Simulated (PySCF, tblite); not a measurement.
**C₄H₆F₂S: dynamics, then NMR shifts on frames**

Aim: move C₄H₆F₂S (`C=C(SC)C(F)F`) away from its starting geometry and see how NMR shifts follow the geometry.

Computed with tblite 0.8.0 and PySCF 2.14.0, with density-fitted response routines of our own, on a single molecule in the gas phase. Atoms are numbered from 0 throughout.

**1. Starting geometry**

13 atoms, charge 0, multiplicity 1; geometry from: GFN2-xTB.

Bonds of the start (Å): C0–C1 1.33, C1–S2 1.76, S2–C3 1.81, C1–C4 1.51, C4–F5 1.36, C4–F6 1.36, C0–H7 1.08, C0–H8 1.07, C3–H9 1.09, C3–H10 1.09, C3–H11 1.09, C4–H12 1.10.

**2. Thermal motion with GFN2-xTB**

The job: settings as JSON, then the geometry in Å.

```
{"job": {"kind": "md", "xc": "GFN2-xTB", "basis": "xTB", "temperature": 400, "steps": 2000, "every": 50, "frames": 5}, "charge": 0, "multiplicity": 1}
C      0.414208     0.190285    -1.241507
C     -0.446403     0.187511    -0.231045
S     -0.157182    -0.352941     1.417188
C      1.581464    -0.864059     1.368375
C     -1.853707     0.694321    -0.413432
F     -1.857375     2.018542    -0.712313
F     -2.462632     0.080693    -1.458302
H      0.102886     0.551855    -2.206272
H      1.426455    -0.157084    -1.156312
H      1.821770    -1.200677     2.371849
H      2.203528    -0.015055     1.101614
H      1.701677    -1.680485     0.662721
H     -2.479077     0.547583     0.479707
```

With the program's defaults for keys left out, this is: GFN2-xTB Langevin dynamics, gas phase.

On the command line:

```sh
$ OMP_NUM_THREADS=1 python probes_run.py task.json out
```

This one command runs all jobs of the session in turn.

Standard output:

```text
t/fs     T/K      E/eV
    0.0   333.4   -661.18146
   25.0   296.7   -660.81859
   50.0   313.6   -660.79322
   75.0   339.6   -660.82071
  100.0   340.3   -660.64070
  125.0   431.4   -660.78634
  150.0   350.3   -660.59999
  175.0   340.0   -660.46580
  200.0   466.3   -660.61698
  225.0   378.7   -660.51372
  250.0   497.1   -660.64700
  275.0   363.6   -660.43167
  300.0   449.9   -660.71843
  325.0   364.6   -660.66267
  350.0   344.2   -660.71937
  375.0   390.1   -660.52490
  400.0   423.2   -660.63067
  425.0   375.1   -660.55733
  450.0   446.3   -660.83813
  475.0   237.3   -660.70830
  500.0   375.7   -660.66483
  525.0   577.9   -660.75629
  550.0   335.6   -660.55534
  575.0   385.3   -660.61551
  600.0   475.4   -660.68539
  625.0   451.5   -660.69059
  650.0   508.4   -660.73025
  675.0   279.5   -660.62837
  700.0   471.3   -660.68171
  725.0   401.3   -660.53734
  750.0   329.4   -660.51334
  775.0   350.4   -660.56361
  800.0   464.8   -660.66417
  825.0   375.1   -660.58737
  850.0   403.5   -660.65852
  875.0   415.4   -660.75578
  900.0   353.9   -660.81523
  925.0   324.6   -660.45304
  950.0   306.1   -660.33429
  975.0   449.2   -660.52363
 1000.0   441.1   -660.39573
```

It took 10 s on 1 thread of Arm Neoverse V1, shared host; peak memory 0.18 GiB.

Distance from the start (root mean square after alignment): 0 fs 0.00 Å, 200 fs 0.42 Å, 400 fs 0.43 Å, 600 fs 0.26 Å, 800 fs 0.41 Å, 1000 fs 0.18 Å.

Positions (Å) and forces (eV/Å) at 1000 fs:

```xyz
13

C    -1.198   -1.723   -0.041    0.903   -2.203   -1.946
C    -1.572   -0.506    0.146   -0.394    2.542    0.933
S    -1.288    0.358    1.677   -0.215   -0.125   -0.154
C    -0.679   -0.941    2.814    0.029    1.025   -0.471
C    -2.269    0.372   -0.876    2.267   -1.748    0.320
F    -1.271    0.724   -1.806   -1.589    0.102    0.547
F    -3.167   -0.442   -1.439   -0.556    0.543   -0.956
H    -1.255   -2.149   -1.118    0.078    0.279    2.287
H    -0.704   -2.147    0.823   -0.058   -0.882   -0.842
H    -0.599   -0.341    3.697    0.986    0.268    0.603
H     0.235   -1.392    2.417   -0.296    0.172    0.531
H    -1.475   -1.585    3.077   -0.638   -1.137   -0.379
H    -2.697    1.177   -0.324   -0.516    1.163   -0.473
```

**3. Shielding tensors: 250 fs, PBE0/pcSseg-1**

The job: settings as JSON, then the geometry in Å.

```
{"job": {"kind": "nmr", "xc": "PBE0", "basis": "pcSseg-1", "pop": false}, "charge": 0, "multiplicity": 1}
C      0.434100    -0.084600    -0.858000
C     -0.685700     0.000400    -0.128000
S     -0.796800    -0.636500     1.597000
C      0.920700    -0.447200     2.190500
C     -2.012700     0.503400    -0.660500
F     -2.142700     1.791300    -1.106400
F     -2.313400    -0.228400    -1.794900
H      0.473300     0.308100    -1.879000
H      1.255900    -0.698700    -0.527600
H      0.893500     0.135900     3.123000
H      1.586700    -0.174800     1.414100
H      1.317600    -1.444200     2.505200
H     -2.823000     0.480400     0.041900
```

Level: GIAO PBE0/pcSseg-1 NMR shielding, non-relativistic, gas phase.

Standard output:

```text
coarse grid: 11864 points
cycle   1  E = -753.1432454831  dE =  7.216e-01  |g| = 7.187e-01  |ddm| = 3.226e+00
cycle   2  E = -753.0277351755  dE =  1.155e-01  |g| = 1.115e+00  |ddm| = 1.076e+00
cycle   3  E = -753.2322302170  dE = -2.045e-01  |g| = 1.013e-01  |ddm| = 7.279e-01
cycle   4  E = -753.2340901217  dE = -1.860e-03  |g| = 6.145e-02  |ddm| = 1.542e-01
cycle   5  E = -753.2350083966  dE = -9.183e-04  |g| = 1.198e-02  |ddm| = 5.280e-02
cycle   6  E = -753.2350376973  dE = -2.930e-05  |g| = 2.997e-03  |ddm| = 1.163e-02
cycle   7  E = -753.2350397654  dE = -2.068e-06  |g| = 9.419e-04  |ddm| = 4.132e-03
final grid: 112024 points
cycle   8  E = -753.2933215709  dE = -3.355e-05  |g| = 1.007e-02  |ddm| = 2.802e-02
cycle   9  E = -753.2932995492  dE =  2.202e-05  |g| = 1.421e-02  |ddm| = 2.156e-02
cycle  10  E = -753.2933454441  dE = -4.589e-05  |g| = 8.944e-04  |ddm| = 1.320e-02
cycle  11  E = -753.2933455815  dE = -1.374e-07  |g| = 2.960e-04  |ddm| = 9.522e-04
cycle  12  E = -753.2933455971  dE = -1.561e-08  |g| = 1.224e-04  |ddm| = 3.320e-04
cycle  13  E = -753.2933456009  dE = -3.767e-09  |g| = 3.883e-05  |ddm| = 1.522e-04
cycle  14  E = -753.2933456012  dE = -3.531e-10  |g| = 1.055e-05  |ddm| = 3.612e-05
converged SCF energy = -753.2933456012

GIAO shielding tensors (ppm)
atom      isotropic    diamagn.    paramagn.     s11        s22        s33       span
  0 C       60.209     253.888    -193.678    -57.289     65.384    172.534    229.823
  1 C       22.252     262.841    -240.588    -90.645     36.167    121.236    211.881
  2 S      436.921    1055.768    -618.847    241.615    373.992    695.154    453.538
  3 C      162.133     248.975     -86.842    133.295    155.796    197.308     64.013
  4 C       64.355     231.513    -167.158     50.212     63.421     79.431     29.219
  5 F      292.019     470.999    -178.980    171.922    335.917    368.217    196.294
  6 F      265.883     472.487    -206.605    159.316    292.310    346.022    186.706
  7 H       24.818      29.693      -4.875     21.595     23.563     29.295      7.700
  8 H       25.870      31.953      -6.083     22.471     24.030     31.108      8.637
  9 H       28.396      28.018       0.377     22.531     26.067     36.589     14.059
 10 H       29.799      31.899      -2.100     25.016     29.664     34.715      9.699
 11 H       28.508      28.075       0.433     23.704     25.945     35.874     12.170
 12 H       25.678      27.464      -1.786     22.486     25.896     28.654      6.168
```

Run time: 15 s. Hardware: 1 thread of Arm Neoverse V1, shared host; peak memory 0.72 GiB.

The references, computed at this level on geometries of the same kind, shield at (ppm): ¹H TMS 31.72, ¹³C TMS 186.9, ¹⁹F CFCl3 170.9, ³³S CS2 504. Their shielding less the atom's gives the shift. The references are single molecules in the gas phase, so shifts against H2O, NH3, PH3, H3PO4 or CFCl3 are not on the usual liquid scales and can be off by tens of ppm. Each atom is listed at this fixed geometry, with no averaging over motion; a spectrum would average atoms that exchange fast.

```
atoms                                  environment  σ (ppm)  δ (ppm)
   C1              fully substituted alkene carbon     22.3    164.7
   C0                         terminal =CH2 carbon     60.2    126.7
   C4                 allylic sp3 CH bonded to 2 F     64.4    122.6
   C3                    methyl carbon bonded to S    162.1     24.8
   H7           hydrogen on a terminal =CH2 carbon    24.82     6.90
  H12  hydrogen on an allylic sp3 CH bonded to 2 F    25.68     6.04
   H8           hydrogen on a terminal =CH2 carbon    25.87     5.85
   H9      hydrogen on a methyl carbon bonded to S    28.40     3.32
  H11      hydrogen on a methyl carbon bonded to S    28.51     3.21
  H10      hydrogen on a methyl carbon bonded to S    29.80     1.92
   S2                               sulfide sulfur      437       67
   F6                      fluorine of a CF2 group    265.9    -94.9
   F5                      fluorine of a CF2 group    292.0   -121.1
```

**4. Nuclear shieldings: 425 fs, PBE0/pcSseg-1**

The job: settings as JSON, then the geometry in Å.

```
{"job": {"kind": "nmr", "xc": "PBE0", "basis": "pcSseg-1", "pop": false}, "charge": 0, "multiplicity": 1}
C      0.008900    -1.140600    -0.241900
C     -0.981600    -0.406700     0.157500
S     -1.135000    -0.035300     1.972500
C      0.340400    -0.777600     2.660200
C     -2.194300     0.105300    -0.550800
F     -2.276900     1.467200    -0.634700
F     -2.331100    -0.366700    -1.833400
H      0.207500    -1.249800    -1.302500
H      0.906700    -1.648600     0.291600
H      0.227000    -0.538600     3.785000
H      1.216100    -0.311900     2.278300
H      0.304600    -1.854800     2.604600
H     -3.119200    -0.257000     0.054600
```

Method: GIAO PBE0/pcSseg-1 NMR shielding, non-relativistic, gas phase.

Standard output:

```text
coarse grid: 11864 points
cycle   1  E = -753.1403943877  dE =  7.585e-01  |g| = 7.213e-01  |ddm| = 3.258e+00
cycle   2  E = -753.0331136288  dE =  1.073e-01  |g| = 1.102e+00  |ddm| = 1.079e+00
cycle   3  E = -753.2324621222  dE = -1.993e-01  |g| = 9.579e-02  |ddm| = 7.129e-01
cycle   4  E = -753.2342077634  dE = -1.746e-03  |g| = 5.446e-02  |ddm| = 1.596e-01
cycle   5  E = -753.2349214326  dE = -7.137e-04  |g| = 1.176e-02  |ddm| = 5.139e-02
cycle   6  E = -753.2349494021  dE = -2.797e-05  |g| = 2.928e-03  |ddm| = 1.173e-02
cycle   7  E = -753.2349512142  dE = -1.812e-06  |g| = 7.936e-04  |ddm| = 3.890e-03
final grid: 112024 points
cycle   8  E = -753.2921936716  dE = -3.926e-05  |g| = 9.642e-03  |ddm| = 3.013e-02
cycle   9  E = -753.2921746490  dE =  1.902e-05  |g| = 1.350e-02  |ddm| = 1.977e-02
cycle  10  E = -753.2922151069  dE = -4.046e-05  |g| = 8.000e-04  |ddm| = 1.238e-02
cycle  11  E = -753.2922152228  dE = -1.159e-07  |g| = 2.944e-04  |ddm| = 9.794e-04
cycle  12  E = -753.2922152392  dE = -1.646e-08  |g| = 9.267e-05  |ddm| = 3.015e-04
cycle  13  E = -753.2922152411  dE = -1.879e-09  |g| = 3.157e-05  |ddm| = 1.375e-04
cycle  14  E = -753.2922152413  dE = -2.215e-10  |g| = 8.824e-06  |ddm| = 3.167e-05
converged SCF energy = -753.2922152413

GIAO shielding tensors (ppm)
atom      isotropic    diamagn.    paramagn.     s11        s22        s33       span
  0 C       76.003     255.846    -179.843    -14.182     60.873    181.316    195.498
  1 C       36.529     263.303    -226.774    -61.762     48.967    122.382    184.145
  2 S      425.660    1056.002    -630.342    202.832    370.305    703.844    501.012
  3 C      166.647     249.463     -82.816    158.118    163.923    177.900     19.782
  4 C       63.087     230.509    -167.422     46.852     62.388     80.022     33.170
  5 F      293.293     471.830    -178.537    188.843    329.071    361.965    173.123
  6 F      305.985     471.779    -165.793    197.611    348.712    371.633    174.022
  7 H       26.032      31.349      -5.318     23.284     24.851     29.960      6.677
  8 H       24.594      30.511      -5.917     21.622     23.686     28.475      6.854
  9 H       27.906      25.567       2.339     22.923     25.139     35.655     12.732
 10 H       29.823      31.597      -1.775     24.854     27.172     37.443     12.589
 11 H       29.564      29.609      -0.044     24.689     26.836     37.167     12.478
 12 H       24.095      24.334      -0.239     20.729     25.045     26.510      5.781
```

Run time: 15 s. Hardware: 1 thread of Arm Neoverse V1, shared host; peak memory 0.74 GiB.

This run: δ C1 150.4, C4 123.8, C0 110.9, C3 20.3, H12 7.62, H8 7.12 ppm.

(Part 1 of 2 ends here.)
